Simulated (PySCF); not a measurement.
# TiN₂: relaxation and vibrations of the triplet

The task is one start of a wider search on TiN₂: the triplet, from a linear start. It is relaxed, tested by its Hessian and followed downhill if it is a saddle.

The runs use PySCF 2.14.0; PBE0, basis Ti def2-TZVP, N def2-TZVP, no relativity, density fitting.

### 1 The starting structure

3 atoms, charge 0, spin multiplicity 3.

Bond lengths: Ti1–N2 1.770 Å, Ti1–N3 1.770 Å. Angles: N2–Ti1–N3 180.0°.

```xyz
3
charge 0 multiplicity 3
Ti    0.0000    0.0000    0.0000
N     0.0000    0.0000    1.7700
N     0.0000    0.0000   -1.7700
```

### 2 Finding the electronic state

The steps below are one call of a driver around PySCF. For each, scf.py gives the equivalent set-up of the SCF; relaxations use the driver's own optimiser. After this first run the driver tries any further starts and a stability analysis.

scf.py

```python
from pyscf import gto, scf, dft
mol = gto.M(atom='''
Ti     0.000000     0.000000     0.000000
N      0.000000     0.000000     1.770000
N      0.000000     0.000000    -1.770000''',
    basis={'Ti': 'def2-TZVP', 'N': 'def2-TZVP'},
    charge=0, spin=2)
mf = dft.UKS(mol, xc='PBE0')
mf.grids.atom_grid = (50, 194)
aux = {'Ti': 'def2-universal-JKFIT', 'N': 'def2-universal-JKFIT'}
mf = mf.density_fit(auxbasis=aux)
mf.conv_tol = 1e-08
mf.diis_space = 10
mf.max_cycle = 60
mf.init_guess = 'minao'
mf.verbose = 4
mf.kernel()
```

Started as:

```
OMP_NUM_THREADS=4 python axn.py task.json out
```

Output:

```text
init E= -958.19519163219
[... the frontier-level lines of each cycle are left out ...]
cycle= 1 E= -958.235693928444  delta_E= -0.0405  |g|= 0.64  |ddm|= 1.67
cycle= 2 E= -947.997543819787  delta_E= 10.2  |g|= 5.24  |ddm|= 2.02
cycle= 3 E= -958.236323061513  delta_E= -10.2  |g|= 0.729  |ddm|= 1.79
cycle= 4 E= -958.443536513205  delta_E= -0.207  |g|= 0.137  |ddm|= 0.275
cycle= 5 E= -958.451411494859  delta_E= -0.00787  |g|= 0.0569  |ddm|= 0.0715
cycle= 6 E= -958.453650886903  delta_E= -0.00224  |g|= 0.0111  |ddm|= 0.0454
cycle= 7 E= -958.454242345733  delta_E= -0.000591  |g|= 0.00455  |ddm|= 0.0467
cycle= 8 E= -958.454294468942  delta_E= -5.21e-05  |g|= 0.00144  |ddm|= 0.014
cycle= 9 E= -958.454300133618  delta_E= -5.66e-06  |g|= 0.00125  |ddm|= 0.00401
cycle= 10 E= -958.454302519081  delta_E= -2.39e-06  |g|= 0.000439  |ddm|= 0.00321
cycle= 11 E= -958.454302726379  delta_E= -2.07e-07  |g|= 4.86e-05  |ddm|= 0.000807
cycle= 12 E= -958.454302735972  delta_E= -9.59e-09  |g|= 1.8e-05  |ddm|= 0.00021
Extra cycle  E= -958.454302737372  delta_E= -1.4e-09  |g|= 3e-05  |ddm|= 6.18e-05
converged SCF energy = -958.454302737372  <S^2> = 2.2738718  2S+1 = 3.1773396
```

This step, with its further starts and checks, took 9 s on 4 threads of Arm Neoverse V2, shared host.

The starts that the driver tried:

```csv
start,energy (Eh)
the minimal-basis guess,-958.454303
a thermally smeared density,-958.454303
a smeared PBE density,-958.454303
```

No lower solution of this spin turned up from the other starts or in the test of internal stability.

### 3 Relaxation: linear start, triplet

The program finds D∞h symmetry in the start, which this walk keeps. Threshold on the gradient: 0.0003 Eh/bohr, with a further test on the energy change.

scf.py: that of step 2 with these lines changed.

```diff
@@ -15 +14,0 @@
-mf.init_guess = 'minao'
```

The optimiser's trace:

```csv
step,energy (Eh),change (kJ/mol),largest symmetric gradient (Eh/bohr)
0,-958.454303,0.00,0.02208
1,-958.455858,-4.08,0.00490
2,-958.455929,-4.27,0.00054
3,-958.455930,-4.27,0.00001
```

The walk took 4.4 s.

It settles in D∞h symmetry, 4.3 kJ/mol below the start, after 3 steps: Ti–N 1.732 Å (×2); N–Ti–N 180.0°.

### 4 Frequencies

The point is checked on the finer grid, and tightened if its gradient asks for it. The Hessian and the dipole derivatives come from central differences of analytic gradients, with steps of 0.02 bohr.

scf.py: that of step 3 with these lines changed.

```diff
@@ -3,3 +3,3 @@
-Ti     0.000000     0.000000     0.000000
-N      0.000000     0.000000     1.770000
-N      0.000000     0.000000    -1.770000''',
+Ti     0.000000    -0.000000     0.000000
+N      0.000000     0.000000     1.732252
+N      0.000000    -0.000000    -1.732252''',
@@ -9 +9 @@
-mf.grids.atom_grid = (50, 194)
+mf.grids.atom_grid = (75, 302)
@@ -12 +12 @@
-mf.conv_tol = 1e-08
+mf.conv_tol = 1e-10
```

This SCF starts from the last density.

Log of the central SCF (cycles and frontier levels):

```text
init E= -958.455980632753
[... the frontier-level lines of each cycle are left out ...]
cycle= 1 E= -958.455980632756  delta_E= -2.73e-12  |g|= 2.71e-06  |ddm|= 2.07e-06
Extra cycle  E= -958.455980632717  delta_E= 3.84e-11  |g|= 9.46e-06  |ddm|= 5.73e-06
converged SCF energy = -958.455980632717  <S^2> = 2.2305501  2S+1 = 3.1499525
```

The whole step took 19 s.

Geometry: D∞h; Ti–N 1.732 Å (×2); N–Ti–N 180.0°.

Modes, for the most abundant isotopes:

```
ω (cm⁻¹)  IR (km/mol)     type
    535i         61.1  stretch
    294i          181     bend
    273i          178     bend
     806          0.0  stretch
```

With 3 modes imaginary (up to 535i cm⁻¹) this point is a saddle.

The SCF density has lower symmetry than the nuclear frame, so the modes carry no labels; pairs that should be degenerate can split.

Constants and moments:

```yaml
Dipole_moment: 0.00 D
Highest_occupied_level: -6.29 eV
Lowest_empty_level: -3.70 eV
Rotational_constants: 0.2006 cm⁻¹
Zero-point_energy_real_modes: 4.8 kJ/mol
Principal_polarisabilities: 31.3, 37.3, 92.5 bohr³
Atomisation_energy_without_zero-point_energy: 591 kJ/mol
Principal_traceless_quadrupole_moments_about_the_centre_of_mass: -17.87, 7.00, 10.87 D Å
Spin_squared_⟨S²⟩: 2.231
```

Populations by atom (charges in e):

```tsv
atom	Mulliken	Löwdin	polar tensor	spin (Mulliken)	Mayer order to Ti1
Ti1	1.06	0.52	0.85	-0.68	–
N2,3	-0.53	-0.26	-0.43	1.34	1.84
```

Outer orbital energies (eV). α occupied: -21.12, -19.52, -9.86, -9.48, -8.77, -8.17, -7.19, -6.93; empty: -2.84, -2.76, -2.71, 0.12. β occupied: -42.31, -42.15, -18.83, -17.03, -8.34, -7.72, -7.34, -6.29; empty: -3.70, -3.08, -3.08, -2.76.

Mulliken populations on Ti1: s 6.09, p 12.31, d 2.51, f 0.03.

### 5 Following the imaginary mode

The start is the last point, displaced along its most imaginary mode.

The program finds C∞v symmetry in the start, which this walk keeps. The walk stops when the largest gradient is under 0.0003 Eh/bohr and the energy has settled too.

scf.py: that of step 4 with these lines changed.

```diff
@@ -3,3 +3,3 @@
-Ti     0.000000    -0.000000     0.000000
-N      0.000000     0.000000     1.732252
-N      0.000000    -0.000000    -1.732252''',
+Ti    -0.000000     0.000000    -0.070091
+N      0.000000     0.000000     1.852252
+N     -0.000000     0.000000    -1.612252''',
@@ -9 +9 @@
-mf.grids.atom_grid = (75, 302)
+mf.grids.atom_grid = (50, 194)
@@ -12 +12 @@
-mf.conv_tol = 1e-10
+mf.conv_tol = 1e-08
```

The optimiser's trace:

```csv
step,energy (Eh),change (kJ/mol),largest symmetric gradient (Eh/bohr)
0,-958.459568,0.00,0.03355
1,-958.460774,-3.17,0.00004
```

The walk took 2.8 s.

It settles in C∞v symmetry, 3.2 kJ/mol below the start, after 1 steps: Ti–N 1.577 Å, Ti–N 1.938 Å; N–Ti–N 180.0°.

### 6 Hessian and properties

As before: finer grid, then central differences.

scf.py: that of step 5 with these lines changed.

```diff
@@ -3,3 +3,3 @@
-Ti    -0.000000     0.000000    -0.070091
-N      0.000000     0.000000     1.852252
-N     -0.000000     0.000000    -1.612252''',
+Ti    -0.000000    -0.000000    -0.066481
+N      0.000000     0.000000     1.871263
+N     -0.000000    -0.000000    -1.643551''',
@@ -9 +9 @@
-mf.grids.atom_grid = (50, 194)
+mf.grids.atom_grid = (75, 302)
@@ -12 +12 @@
-mf.conv_tol = 1e-08
+mf.conv_tol = 1e-10
```

Log of the central SCF (cycles and frontier levels):

```text
init E= -958.460814711249
[... the frontier-level lines of each cycle are left out ...]
cycle= 1 E= -958.460814711127  delta_E= 1.22e-10  |g|= 1.81e-05  |ddm|= 9.7e-06
cycle= 2 E= -958.460814708638  delta_E= 2.49e-09  |g|= 8.16e-05  |ddm|= 4.18e-05
cycle= 3 E= -958.460814711257  delta_E= -2.62e-09  |g|= 1.96e-06  |ddm|= 3.38e-05
cycle= 4 E= -958.460814711261  delta_E= -4.32e-12  |g|= 5.92e-07  |ddm|= 1.47e-06
Extra cycle  E= -958.460814711267  delta_E= -5.46e-12  |g|= 6.56e-07  |ddm|= 1.87e-06
converged SCF energy = -958.460814711267  <S^2> = 2.0328883  2S+1 = 3.021846
```

The whole step took 28 s on 4 threads of Arm Neoverse V2, shared host.

Geometry: C∞v; Ti–N 1.577 Å, Ti–N 1.938 Å; N–Ti–N 180.0°.

Modes, for the most abundant isotopes:

```csv
ω (cm⁻¹),IR (km/mol)
271i,186
262i,172
494,11.0
992,76.3
```

2 modes are imaginary, the largest at 271i cm⁻¹: a saddle point, not a minimum.

Here the density breaks the symmetry of the frame, and no labels are given; pairs that should be degenerate can split.

Properties at this point:

```
Dipole moment                                                   : 0.24 D
Highest occupied level                                          : -6.22 eV
Lowest empty level                                              : -3.17 eV
Rotational constants                                            : 0.1936 cm⁻¹
Zero-point energy (real modes)                                  : 8.9 kJ/mol
Principal polarisabilities                                      : 28.0, 37.0, 78.9 bohr³
Atomisation energy without zero-point energy                    : 604 kJ/mol
Principal traceless quadrupole moments about the centre of mass : -17.51, 6.95, 10.56 D Å
Spin squared ⟨S²⟩                                               : 2.033
```

Populations by atom (charges in e):

```csv
atom,Mulliken,Löwdin,polar tensor,spin (Mulliken),Mayer order to Ti1
Ti1,1.00,0.53,1.56,-0.13,–
N2,-0.50,-0.27,-0.58,1.77,1.12
N3,-0.51,-0.26,-0.98,0.35,2.77
```

Mulliken populations on Ti1: s 6.15, p 12.29, d 2.52, f 0.04.

### 7 Leaving the saddle point

The start is the last point, displaced along its most imaginary mode.

The program finds Cs symmetry in the start, which this walk keeps. Threshold on the gradient: 0.0003 Eh/bohr, with a further test on the energy change.

scf.py: that of step 6 with these lines changed.

```diff
@@ -3,3 +3,3 @@
-Ti    -0.000000    -0.000000    -0.066481
-N      0.000000     0.000000     1.871263
-N     -0.000000    -0.000000    -1.643551''',
+Ti    -0.063217     0.006673    -0.066495
+N      0.097125    -0.010252     1.871250
+N      0.119337    -0.012597    -1.643565''',
@@ -9 +9 @@
-mf.grids.atom_grid = (75, 302)
+mf.grids.atom_grid = (50, 194)
@@ -12 +12 @@
-mf.conv_tol = 1e-10
+mf.conv_tol = 1e-08
```

Energy and gradient, step by step:

```csv
step,energy (Eh),change (kJ/mol),largest symmetric gradient (Eh/bohr)
0,-958.463170,0.00,0.01314
1,-958.465771,-6.83,0.01873
2,-958.469817,-17.45,0.02111
3,-958.474955,-30.94,0.01879
4,-958.480051,-44.32,0.07197
5,-958.484575,-56.20,0.03853
6,-958.487143,-62.94,0.02787
7,-958.492384,-76.70,0.01054
8,-958.493126,-78.65,0.00561
9,-958.493331,-79.19,0.00456
10,-958.493395,-79.36,0.00282
11,-958.493411,-79.40,0.00081
12,-958.493413,-79.40,0.00018
```

The walk took 19 s.

Positions (Å) and forces (eV/Å) along the way:

```
step 0
Ti  -0.063   0.007  -0.066  -0.675   0.074  -0.361
N    0.097  -0.010   1.871   0.323  -0.034  -0.148
N    0.119  -0.013  -1.644   0.353  -0.040   0.509
step 1
Ti  -0.114   0.012  -0.070  -0.963   0.106  -0.133
N    0.120  -0.013   1.858   0.443  -0.047  -0.033
N    0.147  -0.016  -1.627   0.520  -0.058   0.166
step 6
Ti  -0.450   0.048  -0.104   0.004   0.004  -1.060
N    0.276  -0.029   1.758   0.256  -0.024  -0.374
N    0.327  -0.035  -1.492  -0.261   0.020   1.433
step 12
Ti  -0.621   0.066  -0.131  -0.007  -0.005   0.005
N    0.357  -0.038   1.586  -0.003  -0.004   0.004
N    0.417  -0.044  -1.294   0.010   0.009  -0.009
```

After 12 steps and 79.4 kJ/mol it ends at Cs: Ti–N 1.563 Å, Ti–N 1.979 Å; N–Ti–N 108.3°.

### 8 Hessian and properties

The same treatment as at the point before.

scf.py: that of step 7 with these lines changed.

```diff
@@ -3,3 +3,3 @@
-Ti    -0.063217     0.006673    -0.066495
-N      0.097125    -0.010252     1.871250
-N      0.119337    -0.012597    -1.643565''',
+Ti    -0.370815     0.039142    -0.102111
+N      0.605536    -0.063919     1.616613
+N      0.666293    -0.070332    -1.266553''',
@@ -9 +9 @@
-mf.grids.atom_grid = (50, 194)
+mf.grids.atom_grid = (75, 302)
@@ -12 +12 @@
-mf.conv_tol = 1e-08
+mf.conv_tol = 1e-10
```

Log of the central SCF (cycles and frontier levels):

```text
init E= -958.49344338302
[... the frontier-level lines of each cycle are left out ...]
cycle= 1 E= -958.493443382998  delta_E= 2.23e-11  |g|= 7.68e-06  |ddm|= 4.33e-06
Extra cycle  E= -958.493443382586  delta_E= 4.12e-10  |g|= 3.44e-05  |ddm|= 1.64e-05
converged SCF energy = -958.493443382586  <S^2> = 2.0314429  2S+1 = 3.0208892
```

The whole step took 36 s.

Geometry: Cs; Ti–N 1.563 Å, Ti–N 1.979 Å; N–Ti–N 108.4°.

Harmonic modes (main isotopes):

```csv
symmetry,ω (cm⁻¹),IR (km/mol),type
a',203,20.0,bend
a',504,44.2,stretch
a',1102,101,stretch
```

No imaginary mode, so this is a minimum.

Constants and moments:

```yaml
Dipole_moment: 6.41 D
Highest_occupied_level: -6.39 eV
Lowest_empty_level: -2.98 eV
Rotational_constants: 0.9465, 0.2815, 0.2169 cm⁻¹
Zero-point_energy: 10.8 kJ/mol
Principal_polarisabilities: 23.0, 35.3, 61.4 bohr³
Atomisation_energy_without_zero-point_energy: 689 kJ/mol
Principal_traceless_quadrupole_moments_about_the_centre_of_mass: -14.22, 5.69, 8.54 D Å
Entropy_at_298.15_K_and_1_bar_electronic_part_spin_only: 279.4 J/(mol K)
Heat_capacity_Cp_at_298.15_K: 47.3 J/(mol K)
Enthalpy_at_298.15_K_above_0_K: 12.02 kJ/mol
Rotational_symmetry_number: 1
Spin_squared_⟨S²⟩: 2.031
```

Charges (e) and bond orders:

```csv
atom,Mulliken,Löwdin,polar tensor,spin (Mulliken),Mayer order to Ti1
Ti1,0.90,0.45,1.25,-0.12,–
N2,-0.42,-0.19,-0.47,1.88,1.06
N3,-0.49,-0.26,-0.78,0.24,2.96
```

Outer orbital energies (eV). α occupied: -20.65, -17.95, -8.90, -8.69, -7.81, -7.49, -7.02, -6.78; empty: -2.46, -1.40, -1.33, 0.16. β occupied: -40.55, -40.47, -17.61, -16.98, -7.39, -7.39, -6.91, -6.39; empty: -2.98, -2.49, -2.08, -1.29.

Mulliken populations on Ti1: s 6.13, p 12.22, d 2.72, f 0.03.

### 9 The points found, side by side

| spin | group | bonds | imaginary modes (cm⁻¹) | ΔE (kJ/mol) | with zero-point energy |
| --- | --- | --- | --- | --- | --- |
| triplet | Cs | Ti–N 1.563 Å, Ti–N 1.979 Å | none | 0.0 | 0.0 |
| triplet | C∞v (density of lower symmetry) | Ti–N 1.577 Å, Ti–N 1.938 Å | 271i, 262i | 85.7 | – |
| triplet | D∞h (density of lower symmetry) | Ti–N 1.732 Å (×2) | 535i, 294i, 273i | 98.4 | – |

### 10 Outcome

| quantity | value |
| --- | --- |
| minimum | triplet, Cs |
| geometry | Ti–N 1.563 Å, Ti–N 1.979 Å; N–Ti–N 108.4° |
| wavenumbers (cm⁻¹) | 203 (a'), 504 (a'), 1102 (a') |
| dipole moment | 6.41 D |
| highest occupied, lowest empty level (either spin) | -6.39, -2.98 eV |
| polar-tensor charge of Ti1 | +1.25 e |
| zero-point energy | 10.8 kJ/mol |
| entropy at 298.15 K | 279.4 J/(mol K) |
| atomisation energy (no zero-point energy) | 689 kJ/mol |
| ⟨S²⟩ | 2.031 |

From D∞h at the start the molecule goes to a Cs minimum, after a stop at a second-order saddle point 85.7 kJ/mol higher, from which it was pushed off along an imaginary mode. In the infrared the band at 1102 cm⁻¹ (a', stretch) leads. With 6.4 D the molecule is strongly polar. Only this shape and spin were tried, so other structures or states may lie lower. One determinant may miss the lowest occupation of an open d or f shell.

The search up to here took 1.9 min on 4 threads of Arm Neoverse V2, shared host.
